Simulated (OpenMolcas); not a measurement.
# Cu⁴⁺ among point charges: CASSCF and CASPT2 levels, g values and susceptibility

How does a field of 6 point charges split the states of Cu⁴⁺, and what g values and χT follow?

Method: state-averaged CASSCF and CASPT2, spin-orbit coupling by RASSI with atomic mean-field integrals. Code: OpenMolcas 26.06.

**1. The system**

* Species: Cu⁴⁺ (copper, Z = 29, 25 electrons)
* Basis: ANO-RCC-VDZP [5s4p2d1f], 34 functions
* Scalar Hamiltonian: DKH2, point nucleus
* Inactive shells: 1s 2s 2p 3s 3p
* Active space: 7 electrons in 5 orbitals (3d)
* Some configurations of this space: 3d7
* Orbitals: optimised for each spin and parity, averaged over all roots

Outer shells as boxes (Hund's rule):

3d7
```
3d [↑↓][↑↓][↑ ][↑ ][↑ ]
```

The ion sits among 6 point charges of -2.2 e arranged as an octahedron (Oh), 1.91 Å from the ion.

The work runs as a chain of OpenMolcas steps in one folder; each step below is one input file. The outputs are cut to the sections that carry results. Labels, J, g values, rates, χT and fits are worked out afterwards by a script from the matrices that RASSI stores. The input lists half of the charges; inversion (Group=XYZ) makes the rest.

**2. One- and two-electron integrals**

File a.inp:

```
&GATEWAY
Coord
1

Cu 0.0 0.0 0.0
Basis=ANO-RCC-VDZP
Group=XYZ
NoMove
AngMom=0.0 0.0 0.0
AMFI
XField
3 Angstrom 0
1.910000 0.000000 0.000000 -2.200000
0.000000 1.910000 0.000000 -2.200000
0.000000 0.000000 1.910000 -2.200000
&SEWARD
```

The run is started by

```
$ OMP_NUM_THREADS=1 MOLCAS_MEM=1689 MOLCAS_PROJECT=a pymolcas a.inp > a.log
```

**3. Reference wave functions, quartets of even parity, 10 roots**

File a.inp:

```
&RASSCF
FileOrb=start.orb
Symmetry=1
Spin=4
nActEl=7 0 0
Inactive=3 6
Ras2=5 0
CIRoot=10 10 1
SDav=10
CIMx=300
Iter=120 100
PrWF=0.3
OrbListing=Nothing
MaxOrb=0
>>> COPY $Project.JobIph JOB001
```

start.orb holds the contracted functions of the basis, ordered by shell, or the orbitals of the step before.

**4. Reference wave functions, doublets of even parity, 40 roots**

File a.inp:

```
&RASSCF
FileOrb=start.orb
Symmetry=1
Spin=2
nActEl=7 0 0
Inactive=3 6
Ras2=5 0
CIRoot=40 40 1
SDav=40
CIMx=300
Iter=120 100
PrWF=0.3
OrbListing=Nothing
MaxOrb=0
>>> COPY $Project.JobIph JOB002
```

**5. State interaction with spin-orbit coupling**

File a.inp:

```
&RASSI
NrOfJobIphs=2 10 40
1 2 3 4 5 6 7 8 9 10
1 2 3 4 5 6 7 8 9 10 11 12 13 14 15 16 17 18 19 20 21 22 23 24 25 26 27
28 29 30 31 32 33 34 35 36 37 38 39 40
IphNames
JOB001
JOB002
EJob
SpinOrbit
DIPRint=1.0
SOCoupling=1000.0
Subsets=2
Property=9
'ANGMOM' 1 'ANGMOM' 2 'ANGMOM' 3 'MLTPL  1' 1 'MLTPL  1' 2 'MLTPL  1' 3
'AMFI' 1 'AMFI' 2 'AMFI' 3
SOProperty=3
'ANGMOM' 1 'ANGMOM' 2 'ANGMOM' 3
```

**6. CASPT2: IPEA 0.25, imaginary shift 0.1 (closed shells correlated: 3s 3p)**

File a.inp:

```
>>> COPY JOB001 $Project.JobIph
&CASPT2
Multistate=10 1 2 3 4 5 6 7 8 9 10
NoMult
Frozen=2 3
IPEA=0.25
Imaginary=0.1
MaxIter=60
WThr=0.0 0.3 0.05
PrWF=0.5
NoMix
>>> COPY JOB002 $Project.JobIph
&CASPT2
Multistate=40 1 2 3 4 5 6 7 8 9 10 11 12 13 14 15 16 17 18 19 20 21 22
23 24 25 26 27 28 29 30 31 32 33 34 35 36 37 38 39 40
NoMult
Frozen=2 3
IPEA=0.25
Imaginary=0.1
MaxIter=60
WThr=0.0 0.3 0.05
PrWF=0.5
NoMix
```

(Steps that only read results are left out.)

**Question.** What will these runs give? Wanted: spin-free ground state; first state of the same spin; lowest level; next level.

As calculated:

| quantity | value |
| --- | --- |
| method | SS-CASPT2, IPEA 0.25, imaginary shift 0.1 (closed shells correlated: 3s 3p) |
| spin-free ground state | 4T1, 3-fold in its orbital part |
| first state of the same spin | 4T2 at 2500 cm⁻¹ |
| lowest level | 2-fold Γ6, g = 4.88, 4.88, 4.88 |
| next level | 501.7 cm⁻¹ |
| χT at 300 K | 4.18 cm³ K/mol |
| effective moment at 300 K | 5.78 μB |

Cost by method:

```
                                              method  time of its own steps  time with the reference
                                           A. CASSCF                   12 s                     12 s
B. SS-CASPT2, IPEA 0.25, imaginary shift 0.1, +3s 3p                    3 s                     15 s
```

Times are of one thread on a shared host.

What this shows: The spin-free ground state (4T1) comes to 100 % from free-ion F terms and keeps the highest spin of the shell. χT at 300 K is 4.18, against 1.88 cm³ K/mol for the spin alone, so orbital moment adds to it. An active space of the d shell alone favours high spin; real ions in strong fields can be low spin. A ligand-field fit to the states below 45000 cm-1 gives 10Dq = 2845 cm-1, B = 1387 cm-1 and C = 5486 cm-1 (C/B = 3.96), with a deviation of 777 cm-1. CASPT2 does not keep the components of a term degenerate, and the means are used. Point charges give too small a field for d ions at true ligand charges. With metal d orbitals alone active, the balance of spin states is unreliable (CASSCF favours high spin far more than CASPT2), so the ground spin may be wrong. This is an electrostatic model: the charges have no orbitals.
